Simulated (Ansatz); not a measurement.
**TiRh3: response to strain**

TiRh3 is deformed so: equal xx and yy strain of +2 %. What stress and forces result, by LAPW, PAW and all-electron datasets made for the crystal?

Computed with Ansatz 0.2.0 (DFT LDA, scalar-relativistic, unless a step's input says otherwise).

### Step 1. The system as given

Symmetry: Pm-3m, No. 221, cubic system. Conventional cell: a = 3.822 Å, b = 3.822 Å, c = 3.822 Å, α = 90.00°, β = 90.00°, γ = 90.00°. Ti (site symmetry m-3m) is surrounded by 12 Rh at 2.70 Å. Around Rh (site symmetry 4/mmm) lie 4 Ti at 2.70 Å and 8 Rh at 2.70 Å.

Coordinates:

```
CELL_PARAMETERS angstrom
3.82200 0.00000 0.00000
0.00000 3.82200 0.00000
0.00000 0.00000 3.82200
ATOMIC_POSITIONS crystal
Ti 0.00000 0.00000 0.00000
Rh 0.00000 0.50000 0.50000
Rh 0.50000 0.00000 0.50000
Rh 0.50000 0.50000 0.00000
```

Atoms are numbered in the order of the input: Ti1, Rh2, Rh3, Rh4.

### Step 2. The deformed structure

Space group Pm-3m before, P4/mmm after.

### Step 3. LAPW, all electrons

input.yaml reads:

```yaml
crystal:
  lattice:
    - [3.89844, 0.0, 0.0]
    - [0.0, 3.89844, 0.0]
    - [0.0, 0.0, 3.822]
  atoms:
    - { symbol: Ti, position: [0.0, 0.0, 0.0] }
    - { symbol: Rh, position: [0.0, 0.5, 0.5] }
    - { symbol: Rh, position: [0.5, 0.0, 0.5] }
    - { symbol: Rh, position: [0.5, 0.5, 0.0] }
kpoints:
  mp_grid: { grid: [10, 10, 10] }
  band_path:
    path:
      - [0.0, 0.0, 0.0]
      - [0.0, 0.5, 0.0]
      - [0.5, 0.5, 0.0]
      - [0.0, 0.0, 0.0]
      - [0.0, 0.0, 0.5]
      - [0.0, 0.5, 0.5]
      - [0.5, 0.5, 0.5]
      - [0.0, 0.0, 0.5]
      - [0.0, 0.5, 0.0]
    npoints: 5
scf:
  occupations: { method: fermi_dirac, width: 0.03 }
hamiltonian:
  xc: lda
  pseudopotentials: { kind: all_electron, lapw: { basis_error: 0.001 } }
output:
  forces: true
  stress: true
  eigenvalues: true
```

Command:

```
$ ansatz run input.yaml --threads 1 --pin off --max-ram 4096MiB --backend cpu --events-out ev --progress --plain --runs-dir out
```

### Step 4. PAW with frozen cores

input.yaml reads:

```yaml
crystal:
  lattice:
    - [3.89844, 0.0, 0.0]
    - [0.0, 3.89844, 0.0]
    - [0.0, 0.0, 3.822]
  atoms:
    - { symbol: Ti, position: [0.0, 0.0, 0.0] }
    - { symbol: Rh, position: [0.0, 0.5, 0.5] }
    - { symbol: Rh, position: [0.5, 0.0, 0.5] }
    - { symbol: Rh, position: [0.5, 0.5, 0.0] }
kpoints:
  mp_grid: { grid: [10, 10, 10] }
scf:
  occupations: { method: fermi_dirac, width: 0.03 }
hamiltonian:
  xc: lda
  pseudopotentials: { kind: paw }
output:
  forces: true
  stress: true
  eigenvalues: true
  efg: { contact_densities: true }
```

### Step 5. All-electron PAW on datasets made for the crystal

Changes to input.yaml since step 4:

```diff
@@ -16,3 +16,3 @@
   xc: lda
-  pseudopotentials: { kind: paw }
+  pseudopotentials: { kind: all_electron, datasets: crystal }
 output:
```

(Steps that only read results are left out.)

**Question.** What will these runs give? Wanted: pressure; largest shear or deviatoric stress.

The runs gave:

| quantity | value |
| --- | --- |
| pressure | LAPW -18.41, PAW -18.45, crystal datasets -18.41 GPa |
| largest shear or deviatoric stress (LAPW) | 2.20 GPa |

The largest part of the stress beyond the pressure is 2.20 GPa in size, in the zz component; the atoms are carried along and not relaxed. No run of the undeformed cell stands beside it, so pressure and stress hold what the given cell had before the change, as far as its symmetry allows. PAW: stress within 0.04 GPa of LAPW. Crystal datasets: stress within 0.01 GPa of LAPW.
